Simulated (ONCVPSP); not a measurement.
**Tellurium: generating and testing an ONCV potential**

Do these settings give a usable potential? It is generated, then checked for transferability, scattering, ghosts and hardness.

The numbers are computed with ONCVPSP 4.0.1 (PBE, scalar-relativistic, spin-unpolarised reference atom).

## 1. The atom and the settings

Typed settings, in words:

```
element                 : tellurium (Te, Z = 52)
type                    : optimised norm-conserving Vanderbilt (ONCV)
frozen core             : [Kr] 4d10
valence charge          : 6
reference configuration : 5s2 5p2 (charge +2)
partial waves           : 5s: rc 1.85 bohr, ncon 4, nbas 7, qcut 2.8 1/bohr, 2 projectors, debl 1 Ha; 5p: rc 2.05 bohr, ncon 5, nbas 8, qcut 4.4 1/bohr, 2 projectors, debl 1.1 Ha; d scattering state at 0.08 Ha: rc 2.25 bohr, ncon 4, nbas 7, qcut 5 1/bohr, 2 projectors, debl 1.7 Ha
local potential         : polynomial inside 1.85 bohr (lpopt 5, dvloc0 4 Ha)
core correction         : polynomial model core, fcfact 0.3
```

An earlier all-electron run gives the scale for the radii.

All-electron outer shells of the reference configuration (PBE, scalar-relativistic, ld1.x):

| shell | level (eV) | outermost node (bohr) | outermost maximum (bohr) |
| --- | --- | --- | --- |
| 4p | -133.82 | 0.38 | 0.74 |
| 4d | -60.99 | 0.36 | 0.81 |
| 5s | -32.71 | 0.91 | 1.75 |
| 5p | -22.30 | 0.99 | 2.04 |

## 2. The generation run

Te.dat

```
# ATOM AND REFERENCE CONFIGURATION
# atsym  z   nc   nv     iexc    psfile
  Te 52.00    9    2        4      upf
#
#   n    l    f
    1    0    2.00
    2    0    2.00
    2    1    6.00
    3    0    2.00
    3    1    6.00
    3    2   10.00
    4    0    2.00
    4    1    6.00
    4    2   10.00
    5    0    2.00
    5    1    2.00
#
# PSEUDOPOTENTIAL AND OPTIMIZATION
# lmax
    2
#
#   l,   rc,      ep,       ncon, nbas, qcut
    0    1.85    0.00    4    7    2.80
    1    2.05    0.00    5    8    4.40
    2    2.25    0.08    4    7    5.00
#
# LOCAL POTENTIAL
# lloc, lpopt,  rc(5),   dvloc0
    4    5    1.85    4.00
#
# VANDERBILT-KLEINMAN-BYLANDER PROJECTORs
# l, nproj, debl
    0    2    1.00
    1    2    1.10
    2    2    1.70
#
# MODEL CORE CHARGE
# icmod, fcfact, rcfact
    1    0.30    0.00
#
# LOG DERIVATIVE ANALYSIS
# epsh1, epsh2, depsh
   -3.00    5.00    0.02
#
# OUTPUT GRID
# rlmax, drl
    6.00    0.01
#
# TEST CONFIGURATIONS
# ncnf
    4
# nvcnf
#   n    l    f
    2
    5    0    2.00
    5    1    4.00
#
    2
    5    0    2.00
    5    1    3.00
#
    2
    5    0    2.00
    5    1    1.00
#
    2
    5    0    1.00
    5    1    5.00
#
```

Started as:

```
$ oncvpsp.x < Te.dat > Te.out
```

**Question.** What will these runs give? Wanted: cutoffs for 1 and 0.1 mHa per electron, occupied waves; bound ghosts; GHOST(+) flags; largest test error; largest phase difference near zero energy, channels read; rms error of d²Exc/dn², without and with the model core; projector energies reset by the program.

The runs gave:

| quantity | value |
| --- | --- |
| cutoffs for 1 and 0.1 mHa per electron, occupied waves | 29 Ha and 36 Ha |
| bound ghosts | none found |
| GHOST(+) flags | d at 419 eV, d at 749 eV (1 near or above the test basis's cutoff) |
| largest test error (AE − PS) | -25 meV, for 5s2 5p1 |
| largest phase difference near zero energy, channels read | 0.008 rad |
| rms error of d²Exc/dn², without and with the model core | 8.15 and 0.31 mHa |
| projector energies reset by the program | s: -1.202, 0.250 Ha; d: 0.050, 1.750 Ha |

**Reading.** The worst unpolarised test, 5s2 5p1, is off by 25 meV on 26.9 eV; by total energies transferability rates as good. It counts as of middling hardness, with 29 Ha needed at the looser tolerance. At the looser tolerance the 5s wave is the slowest; 5p needs 8 Ha. No bound ghost shows below the valence levels. Near zero energy the phases of the channels with partial waves agree within 0.008 rad. The program also flags highly localised states, GHOST(+) (d).
